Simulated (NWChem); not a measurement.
# One shape, several levels: CH3AlBr (SMILES [CH3][Al][Br])

We compute a comparison of 4 runs (UHF/STO-3G, UHF/3-21G, UB3LYP/6-31G*) of CH3AlBr. 

Program for the calculation: NWChem 7.3.0.

### Step 1. The molecule

The species is CH3AlBr (6 atoms), meant as a doublet with charge 0. SMILES: `[CH3][Al][Br]`. The coordinates come from a PBE0-D4/def2-TZVP relaxation.

Bond lengths: C1–Al2 1.965 Å, Al2–Br3 2.287 Å, C1–H4 1.094 Å, C1–H5 1.093 Å, C1–H6 1.094 Å. Angles: C1–Al2–Br3 117.6°, Al2–C1–H4 110.3°, Al2–C1–H5 110.3°, Al2–C1–H6 110.4°, H4–C1–H5 109.1°, H4–C1–H6 107.5°, H5–C1–H6 109.1°.

### Step 2. Energy and forces at UHF/STO-3G (run 1)

The input, mymol.nw:

```
start mymol
title "CH3AlBr"
memory 2200 mb

geometry units angstrom noautosym nocenter noautoz
 C     -0.392100     0.512200    -0.308600
 Al     1.119900    -0.742300    -0.306600
 Br     1.361500    -2.105700     1.514100
 H     -0.031400     1.541900    -0.384000
 H     -0.975800     0.403700     0.608700
 H     -1.039900     0.326200    -1.169800
end

basis spherical bse
 * library STO-3G
end

scf
 doublet
 uhf
 thresh 1e-08
 maxiter 80
 print low
end

task scf gradient
```

Launch:

```
nwchem mymol.nw > mymol.out
```

Standard output:

```text
[...]
  functions       =    35
[...]
  wavefunction    = UHF
[...]
         Total SCF energy =  -2822.872478564830
      One electron energy =  -4328.766144923246
      Two electron energy =   1317.672719817592
 Nuclear repulsion energy =    188.220946540823
                       Sz =      0.5000
                 Sz(Sz+1) =      0.7500
                      S^2 =      0.7560
[...]
                         UHF ENERGY GRADIENTS
    atom               coordinates                        gradient
                 x          y          z           x          y          z
   1 C      -0.740962   0.967918  -0.583169   -0.013046   0.012751  -0.003221
   2 Al      2.116304  -1.402744  -0.579390    0.006383   0.000716  -0.009378
   3 Br      2.572862  -3.979196   2.861234    0.005144  -0.013557   0.014545
   4 H      -0.059337   2.913769  -0.725655    0.005520   0.007910  -0.002258
   5 H      -1.843995   0.762882   1.150276   -0.000851  -0.005286   0.009304
   6 H      -1.965126   0.616429  -2.210601   -0.003150  -0.002533  -0.008992
 Task  times  cpu:        5.3s     wall:        5.3s
 Total times  cpu:        5.3s     wall:        5.3s
```

It took 6 s on 1 thread of Intel Xeon Platinum 8259CL at 2.50GHz (Skylake/Cascade Lake), shared host; peak memory 0.099 GiB.

### Step 3. Energy and gradient at UHF/3-21G (run 2)

The input, ch3albr.nw:

```
START ch3albr
TITLE "CH3AlBr"
memory 2200 mb
charge 0

GEOMETRY noautosym nocenter noautoz
  C     -0.392100     0.512200    -0.308600
  Al     1.119900    -0.742300    -0.306600
  Br     1.361500    -2.105700     1.514100
  H     -0.031400     1.541900    -0.384000
  H     -0.975800     0.403700     0.608700
  H     -1.039900     0.326200    -1.169800
END

BASIS spherical bse
  C library 3-21G
  Al library 3-21G
  Br library 3-21G
  H library 3-21G
END

SCF
  nopen 1
  uhf
  thresh 1e-08
  maxiter 80
  print medium
END

TASK scf gradient
```

Launch:

```
nwchem ch3albr.nw > ch3albr.out
```

Standard output:

```text
[...]
  functions       =    50
[...]
  wavefunction    = UHF
[...]
         Total SCF energy =  -2840.081993749577
      One electron energy =  -4334.603474671884
      Two electron energy =   1306.300534381484
 Nuclear repulsion energy =    188.220946540823
                       Sz =      0.5000
                 Sz(Sz+1) =      0.7500
                      S^2 =      0.7545
[...]
                         UHF ENERGY GRADIENTS
    atom               coordinates                        gradient
                 x          y          z           x          y          z
   1 C      -0.740962   0.967918  -0.583169    0.007855  -0.006423  -0.000201
   2 Al      2.116304  -1.402744  -0.579390   -0.005341  -0.006520   0.017155
   3 Br      2.572862  -3.979196   2.861234   -0.002865   0.013373  -0.017220
   4 H      -0.059337   2.913769  -0.725655    0.002565   0.003455  -0.000770
   5 H      -1.843995   0.762882   1.150276   -0.000773  -0.002525   0.004909
   6 H      -1.965126   0.616429  -2.210601   -0.001441  -0.001359  -0.003873
[...]
```

Run time: 6.9 s. Hardware: 1 thread of Intel Xeon Platinum 8259CL at 2.50GHz (Skylake/Cascade Lake), shared host; peak memory 0.099 GiB.

### Step 4. Energy and forces at UB3LYP/6-31G(d) (Cartesian functions) (run 3)

The input, calc.nw:

```
start calc
memory 2200 mb
geometry noautosym nocenter noautoz
  C    -0.392100    0.512200   -0.308600
  Al    1.119900   -0.742300   -0.306600
  Br    1.361500   -2.105700    1.514100
  H    -0.031400    1.541900   -0.384000
  H    -0.975800    0.403700    0.608700
  H    -1.039900    0.326200   -1.169800
end
basis "ao basis"
  C library 6-31G*
  Al library 6-31G*
  Br library 6-31G*
  H library 6-31G*
end
dft
  xc b3lyp
  mult 2
  grid xfine
  convergence energy 1e-08
  iterations 100
  mulliken
  print low
end
task dft gradient
```

Launch:

```
nwchem calc.nw > calc.out
```

Standard output:

```text
[...]
 d= 0,ls=0.0,diis     1  -2856.2197809994 -3.04D+03  9.43D-03  3.76D-01     5.1
[...]
 d= 0,ls=0.0,diis    11  -2856.2643718426 -4.23D-09  3.71D-07  6.06D-10    46.5
[...]
         Total DFT energy =    -2856.264371842615
      One electron energy =    -4347.369685755962
           Coulomb energy =     1419.415947431033
    Exchange-Corr. energy =     -116.531580058509
 Nuclear repulsion energy =      188.220946540823
[...]
      Total Density - Mulliken Population Analysis
     ---------------------------------------------
    Atom       Charge   Shell Charges
 -----------   ------   -------------------------------------------------------
    1 C    6     6.69   1.99  0.67  2.11  0.69  1.21  0.02
    2 Al  13    12.56   2.00  1.99  5.96  1.10  0.97  0.34  0.18  0.02
    3 Br  35    35.29   2.00  1.99  6.00  1.93  5.99  1.61  3.85  0.37  1.48  7.02  2.95  0.11
    4 H    1     0.82   0.52  0.31
    5 H    1     0.81   0.51  0.30
    6 H    1     0.82   0.52  0.31
[...]
      <S2> =      0.7521 (Exact =     0.7500)
                         DFT ENERGY GRADIENTS
    atom               coordinates                        gradient
                 x          y          z           x          y          z
   1 C      -0.740962   0.967918  -0.583169    0.001903  -0.001684   0.000108
   2 Al      2.116304  -1.402744  -0.579390   -0.003623  -0.000082   0.004842
   3 Br      2.572862  -3.979196   2.861234   -0.000867   0.003904  -0.004991
   4 H      -0.059337   2.913769  -0.725655   -0.000349  -0.002052   0.000016
   5 H      -1.843995   0.762882   1.150276    0.001438  -0.000256  -0.001443
   6 H      -1.965126   0.616429  -2.210601    0.001499   0.000170   0.001468
 Task  times  cpu:       60.3s     wall:       60.3s
 Total times  cpu:       60.4s     wall:       60.4s
```

Run time: 61 s. Hardware: 1 thread of Intel Xeon Platinum 8259CL at 2.50GHz (Skylake/Cascade Lake), shared host; peak memory 0.13 GiB.

### Step 5. Energy and gradient at UB3LYP/6-31G(d) (spherical functions) (run 4)

The input, run.py:

```python
from ase import Atoms
from ase.calculators.nwchem import NWChem

molecule = Atoms(['C', 'Al', 'Br', 'H', 'H', 'H'], positions=[
    [-0.392100, 0.512200, -0.308600],
    [1.119900, -0.742300, -0.306600],
    [1.361500, -2.105700, 1.514100],
    [-0.031400, 1.541900, -0.384000],
    [-0.975800, 0.403700, 0.608700],
    [-1.039900, 0.326200, -1.169800],
])

calc = NWChem(
    label='run',
    theory='dft',
    memory='2200 mb',
    basis='6-31G*',
    basispar='spherical bse',
    dft={'xc': 'b3lyp', 'mult': '2', 'grid': 'xfine', 'convergence': 'energy 1e-08', 'iterations': '100', 'mulliken': None},
)
molecule.calc = calc

forces = molecule.get_forces()
print(f"energy = {molecule.get_potential_energy():.6f} eV")
print("forces (eV/A):")
for s, f in zip(molecule.symbols, forces):
    print(f"{s:2s} {f[0]:10.5f} {f[1]:10.5f} {f[2]:10.5f}")
```

Launch:

```
export ASE_NWCHEM_COMMAND="nwchem PREFIX.nwi > PREFIX.nwo"
python run.py
```

Standard output:

```text
energy = -77722.616391 eV
forces (eV/A):
C    -0.10948    0.09626   -0.00555
Al    0.20245   -0.01471   -0.24035
Br    0.04340   -0.19427    0.24801
H     0.01841    0.10835   -0.00123
H    -0.07585    0.01301    0.07682
H    -0.07893   -0.00869   -0.07770
```

The calculator wrote run.nwi:

```
title "run"

permanent_dir run

scratch_dir run

start run

geometry units angstrom nocenter noautosym noautoz
  C  -3.9210000000000000e-01 5.1219999999999999e-01 -3.0859999999999999e-01
  Al 1.1198999999999999e+00 -7.4229999999999996e-01 -3.0659999999999998e-01
  Br 1.3614999999999999e+00 -2.1057000000000001e+00 1.5141000000000000e+00
  H  -3.1399999999999997e-02 1.5419000000000000e+00 -3.8400000000000001e-01
  H  -9.7580000000000000e-01 4.0370000000000000e-01 6.0870000000000002e-01
  H  -1.0399000000000000e+00 3.2619999999999999e-01 -1.1698000000000000e+00
end

memory 2200 mb

basis spherical bse noprint
   * library 6-31G*
end

dft
  xc b3lyp
  mult 2
  grid xfine
  convergence energy 1e-08
  iterations 100
  mulliken
end

task dft gradient
```

run.nwo:

```text
Northwest Computational Chemistry Package (NWChem) 7.3.0
             --------------------------------------------------------

           Job information
           ---------------

    nwchem branch   = 7.3.0
    use scalapack   = T
    input           = run.nwi
    prefix          = run.
    data base       = run/run.db
    status          = startup
    nproc           =        1

           Memory information
           ------------------

    heap     =     72089594 doubles =      550.0 Mbytes
    stack    =     72089599 doubles =      550.0 Mbytes
    global   =    144179200 doubles =     1100.0 Mbytes (distinct from heap & stack)
    total    =    288358393 doubles =     2200.0 Mbytes
    verify   = yes
    hardfail = no

           Directory information
           ---------------------

  0 permanent = run
  0 scratch   = run

                                NWChem Input Module
                                -------------------

                                        run
                                        ---

[... 27 lines left out ...]
            Nuclear Dipole moment (a.u.)
[... 80 lines left out ...]
          Convergence on energy requested:  1.00D-08
[... 25 lines left out ...]
          Spatial weights used:  Erf1
[... 4 lines left out ...]
          total energy or number of iterations.
[... 28 lines left out ...]
 2-e energy   =    1302.284257
[... 62 lines left out ...]
      One electron energy =    -4347.496247715640
[... 2 lines left out ...]
 Nuclear repulsion energy =      188.220946540823
[... 1118 lines left out ...]
          Convergence on energy requested:  1.00D-08
[... 25 lines left out ...]
          Spatial weights used:  Erf1
[... 4 lines left out ...]
          total energy or number of iterations.
[... 18 lines left out ...]
                            NWChem DFT Gradient Module
                            --------------------------

                                        run

  charge          =   0.00
  wavefunction    = open shell

                         DFT ENERGY GRADIENTS

    atom               coordinates                        gradient
                 x          y          z           x          y          z
   1 C      -0.740962   0.967918  -0.583169    0.002129  -0.001872   0.000108
   2 Al      2.116304  -1.402744  -0.579390   -0.003937   0.000286   0.004674
   3 Br      2.572862  -3.979196   2.861234   -0.000844   0.003778  -0.004823
   4 H      -0.059337   2.913769  -0.725655   -0.000358  -0.002107   0.000024
   5 H      -1.843995   0.762882   1.150276    0.001475  -0.000253  -0.001494
   6 H      -1.965126   0.616429  -2.210601    0.001535   0.000169   0.001511

                 ----------------------------------------
                 |  Time  |  1-e(secs)   |  2-e(secs)   |
                 ----------------------------------------
                 |  CPU   |       0.01   |       9.76   |
                 ----------------------------------------
                 |  WALL  |       0.01   |       9.76   |
                 ----------------------------------------

 Task  times  cpu:       54.4s     wall:       54.4s
 Total times  cpu:       54.5s     wall:       54.5s
```

Run time: 56 s. Hardware: 1 thread of Intel Xeon Platinum 8259CL at 2.50GHz (Skylake/Cascade Lake), shared host; peak memory 0.13 GiB.

### Step 6. Overview of the runs

| run | level | Cartesian functions | iteration cap | energy (Eh) | ⟨S²⟩ | largest force (eV/Å) | wall time |
| --- | --- | --- | --- | --- | --- | --- | --- |
| 1 | UHF/STO-3G | no | 80 | -2822.872479 | 0.756 | 1.056 | 6 s |
| 2 | UHF/3-21G | no | 80 | -2840.081994 | 0.754 | 1.131 | 6.9 s |
| 3 | UB3LYP/6-31G* (Cartesian functions) | yes | 100 | -2856.264372 | 0.752 | 0.329 | 61 s |
| 4 | UB3LYP/6-31G* (spherical functions) | no | 100 | -2856.253493 | 0.752 | 0.318 | 56 s |

### Step 7. Summary of results

```
                                 quantity           value
                      run 4: total energy  -2856.25349 Eh
                     run 4: dipole moment          2.37 D
run 4: HOMO energy (highest over α and β)        -5.45 eV
 run 4: LUMO energy (lowest over α and β)        -2.82 eV
                              run 4: ⟨S²⟩           0.752
          run 4: largest force on an atom      0.318 eV/Å
```

**Reading.** In run 1 the basis is minimal, so the values are rough. All runs together took 2.2 min, the longest 61 s.
